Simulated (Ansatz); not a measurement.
**F2H4OSi2 + HF + HF: a complex and its separated parts**

The complex below is one end of an elementary step. How strongly is it bound against its free parts?

Computed with Ansatz 0.2.0, Gaussian basis. Level: PBE0-D4/def2-TZVP structures, single points in def2-TZVPP, no counterpoise correction.

Levels: SPW92, PBE-D4, BLYP-D4, r2SCAN-D4, B97M-V, PBE0-D4, B3LYP-D4, r2SCAN0-D4, BHLYP-D4, CAM-B3LYP-D4, wB97X-V, wB97M-V, B2PLYP, PBE-QIDH, RPA on PBE, Hartree-Fock, MP2, CCSD, CCSD(T).

Correlated methods freeze the cores. B3LYP uses VWN-RPA correlation. B2PLYP carries no dispersion term here.

113 further runs of the same task are left out: 113 set aside as unsound or not needed. Runs told in other sessions of the task aren't counted.

### 1 Starting geometry

The complex: 13 atoms, charge 0, spin multiplicity 1.

Atoms are counted from 1 here; the program's logs count them from 0.

Bond lengths: Si1–O2 1.640 Å, Si1–F4 1.584 Å, Si1–F5 1.572 Å, Si1–H6 1.458 Å, O2–Si3 1.677 Å, Si3–H11 1.479 Å, Si3–H12 1.478 Å, Si3–H13 1.481 Å, H7–F8 0.937 Å, H9–F10 0.949 Å. Angles: O2–Si1–F4 106.4°, O2–Si1–F5 107.1°, O2–Si1–H6 113.8°, F4–Si1–F5 107.8°, F4–Si1–H6 108.9°, F5–Si1–H6 112.6°, Si1–O2–Si3 132.9°, O2–Si3–H11 109.1°, O2–Si3–H12 105.8°, O2–Si3–H13 108.6°, H11–Si3–H12 111.1°, H11–Si3–H13 110.7°, H12–Si3–H13 111.3°.

As a file:

```xyz
13

Si   -1.16747    0.64624    0.70500
O     0.02417    0.18788   -0.32476
Si    0.04286   -0.17210   -1.96275
F    -2.17774    1.52329   -0.14307
F    -0.50953    1.57980    1.78535
H    -1.89474   -0.47032    1.29752
H     1.28670   -0.97637    2.09977
F     0.45950   -1.23799    2.45317
H     1.50429   -0.00496    0.38877
F     2.25858   -0.24535    0.91201
H     0.06401    1.08984   -2.73459
H     1.27569   -0.95615   -2.18936
H    -1.16622   -0.96390   -2.28707
```

Its parts: F2H4OSi2 holds atoms 1, 2, 3, 4, 5, 6, 11, 12, 13; HF holds atoms 7, 8; HF holds atoms 9, 10. Each part counts its atoms afresh in its own runs.

### 2 Relaxing F2H4OSi2 alone

Input file relax-a/in.yaml:

```yaml
crystal:
  periodic: [false, false, false]
  atoms:
    - {symbol: Si, position_ang: [-1.167468, 0.646238, 0.704998]}
    - {symbol: O, position_ang: [0.024172, 0.187878, -0.324758]}
    - {symbol: Si, position_ang: [0.042863, -0.172104, -1.962754]}
    - {symbol: F, position_ang: [-2.177736, 1.523289, -0.143070]}
    - {symbol: F, position_ang: [-0.509527, 1.579802, 1.785352]}
    - {symbol: H, position_ang: [-1.894736, -0.470322, 1.297524]}
    - {symbol: H, position_ang: [0.064005, 1.089845, -2.734586]}
    - {symbol: H, position_ang: [1.275687, -0.956155, -2.189360]}
    - {symbol: H, position_ang: [-1.166220, -0.963899, -2.287068]}
basis:
  gaussian: {orbitals: def2-TZVP}
hamiltonian: {xc: pbe0, dispersion: d4}
relax: {f_tol: 0.005, max_steps: 200}
```

On the command line:

```bash
> ansatz run in.yaml --threads 4 --pin off --events-out ev --progress --plain --max-ram 46080MiB --backend cuda --devices 0, --max-vram 37GiB
```

The runs that follow: Relaxing HF alone; Relaxing HF alone; SPW92/def2-TZVPP; PBE-D4/def2-TZVPP; BLYP-D4/def2-TZVPP; r2SCAN-D4/def2-TZVPP; B97M-V/def2-TZVPP; PBE0-D4/def2-TZVPP; B3LYP-D4/def2-TZVPP; r2SCAN0-D4/def2-TZVPP; BHLYP-D4/def2-TZVPP; CAM-B3LYP-D4/def2-TZVPP; wB97X-V/def2-TZVPP; wB97M-V/def2-TZVPP; B2PLYP/def2-TZVPP; PBE-QIDH/def2-TZVPP; RPA on PBE/def2-TZVPP; CCSD(T)/def2-TZVPP; Vibrations of F2H4OSi2; Vibrations of HF; Vibrations of HF.

Q: Predict the outcome of this session. Wanted: complex less parts, CCSD(T)/def2-TZVPP; with zero-point energy; largest T1 diagnostic.

**Answer**, as computed:

| quantity | value |
| --- | --- |
| complex less parts, CCSD(T)/def2-TZVPP | -49.8 kJ/mol |
| with zero-point energy | -33.8 kJ/mol |
| largest T1 diagnostic | 0.012 |

At CCSD(T) the complex lies 49.8 kJ/mol below its parts. Among the functionals PBE-QIDH lands nearest to CCSD(T) (+1.3 kJ/mol) and SPW92 farthest (-49.3 kJ/mol). By rung, the mean size of the error is: LDA 49.3, GGA 12.7, meta-GGA 8.6, hybrid 6.5, range-separated hybrid 9.3, double hybrid 1.7 kJ/mol. The double hybrids carry no dispersion term here, unlike the levels marked D4 or V. PBE-D4 gives a relative energy 15.0 kJ/mol too low, outside chemical accuracy (1 kcal/mol, 4.2 kJ/mol). No counterpoise was applied, and triple zeta lacks some correlation, so the CCSD(T) reference has a basis error of its own, and close matches with it are partly luck.
